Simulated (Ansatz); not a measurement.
# CH5NOSi: up Jacob's ladder to CCSD(T)

Aim: compute CH5NOSi with functionals from several rungs and with coupled cluster, and see how far each lands from CCSD(T) at the basis-set limit for the atomisation energy.

Computed with Ansatz 0.2.0, Gaussian basis. Level: functionals in def2-TZVPP, the program's frozen cores in correlated methods.

The runs, in order: LDA (SPW92), PBE-D4, revPBE-D4, BLYP-D4, r2SCAN-D4, B97M-V, PBE0-D4, B3LYP-D4, r2SCANh-D4, r2SCAN0-D4, HSE06-D4, BHLYP-D4, CAM-B3LYP-D4, LC-ωPBE, ωB97X-V, ωB97M-V, B2PLYP, PBE-QIDH; CCSD(T)/def2-SVP; CCSD(T)/def2-TZVPP; MP2/def2-QZVPP; extrapolation to the limit; RPA on PBE.

## 1. The relaxed structure

An earlier PBE0-D4 in a triple-zeta def2 set relaxation fixed the geometry.

SMILES `N=C(O)[SiH3]`, 9 atoms, charge 0, spin multiplicity 1.

Atoms are counted from 1 here; the program's logs count them from 0.

Bond lengths: N1–C2 1.265 Å, N1–H5 1.015 Å, C2–O3 1.347 Å, C2–Si4 1.901 Å, O3–H6 0.970 Å, Si4–H7 1.484 Å, Si4–H8 1.483 Å, Si4–H9 1.483 Å. Angles: C2–N1–H5 111.9°, N1–C2–O3 119.5°, N1–C2–Si4 127.8°, O3–C2–Si4 112.8°, C2–O3–H6 106.7°, C2–Si4–H7 106.7°, C2–Si4–H8 109.8°, C2–Si4–H9 109.9°, H7–Si4–H8 110.3°, H7–Si4–H9 110.3°, H8–Si4–H9 109.8°.

## 2. LDA

This LDA is Slater exchange with PW92 correlation.

in.yaml reads:

```yaml
crystal:
  periodic: [false, false, false]
  atoms:
    - {symbol: N, position_ang: [0.551205, 1.216412, -1.085435]}
    - {symbol: C, position_ang: [0.457253, 0.489156, -0.054702]}
    - {symbol: O, position_ang: [1.285905, 0.703265, 0.985042]}
    - {symbol: Si, position_ang: [-0.752500, -0.944990, 0.251778]}
    - {symbol: H, position_ang: [-0.125657, 0.956090, -1.795603]}
    - {symbol: H, position_ang: [1.859618, 1.445138, 0.735391]}
    - {symbol: H, position_ang: [-1.602204, -1.052761, -0.960222]}
    - {symbol: H, position_ang: [0.002638, -2.204001, 0.464106]}
    - {symbol: H, position_ang: [-1.587758, -0.654510, 1.442645]}
basis:
  gaussian: {orbitals: def2-TZVPP}
hamiltonian: {xc: lda}
output: {orbitals: {seedname: orbitals}}
```

Run with:

```
> ansatz run in.yaml --threads 2 --pin off --events-out ev --progress --plain --max-ram 4352MiB
```

Further steps of the session: PBE-D4 (GGA); revPBE-D4 (GGA); BLYP-D4 (GGA); r2SCAN-D4 (meta-GGA); B97M-V (meta-GGA); B3LYP-D4 (hybrid); r2SCANh-D4 (hybrid); r2SCAN0-D4 (hybrid); HSE06-D4 (hybrid); BHLYP-D4 (hybrid); CAM-B3LYP-D4 (range-separated); LC-ωPBE (range-separated); ωB97X-V (range-separated); ωB97M-V (range-separated); B2PLYP (double hybrid); PBE-QIDH (double hybrid); CCSD(T) in def2-SVP; CCSD(T) in def2-TZVPP; MP2 in def2-QZVPP; RPA on PBE orbitals.

Q: Predict the results of all the runs planned. Wanted: atomisation energy, CCSD(T)/CBS; farthest beyond LDA; mean size of error, GGA; mean size of error, meta-GGA; mean size of error, hybrid; mean size of error, range-separated; mean size of error, double hybrid; gap, smallest and largest; T1 diagnostic.

The runs gave:

| quantity | value |
| --- | --- |
| atomisation energy, CCSD(T)/CBS | 33.154 eV |
| functionals within 0.166 eV (0.5 %) | revPBE-D4, r2SCAN-D4, B97M-V, PBE0-D4, B3LYP-D4, HSE06-D4, ωB97M-V |
| farthest beyond LDA | BHLYP-D4 (-1.223 eV) |
| mean size of error, GGA | 0.388 eV |
| mean size of error, meta-GGA | 0.009 eV |
| mean size of error, hybrid | 0.431 eV |
| mean size of error, range-separated | 0.187 eV |
| mean size of error, double hybrid | 0.422 eV |
| gap, smallest and largest | 4.93 eV (LDA (SPW92)), 12.60 eV (LC-ωPBE) |
| T1 diagnostic | 0.0144 |
| triples share of the correlation energy | 4.0 % |

The LDA atomisation energy is off by 5.255 eV (16 %): it overbinds. PBE-D4 is off by +0.821 eV. Double hybrids carry the basis error of their MP2 part in triple zeta, and no dispersion term here, so their miss is partly the set-up's. By mean error the best rung here is meta-GGA (0.009 eV) and the worst beyond LDA is hybrid (0.431 eV). The mean of the hybrids holds BHLYP, with half exact exchange. Misses under about 0.166 eV are within the doubt on the reference itself, which lacks core-valence correlation, relativity and higher excitations. Hartree-Fock recovers 68 % of the binding; the rest is correlation. CCSD(T) in def2-SVP is off by -2.246 eV, so the small basis spoils what the method gains. Orbital gaps span 4.9 to 12.6 eV; exact exchange widens them.
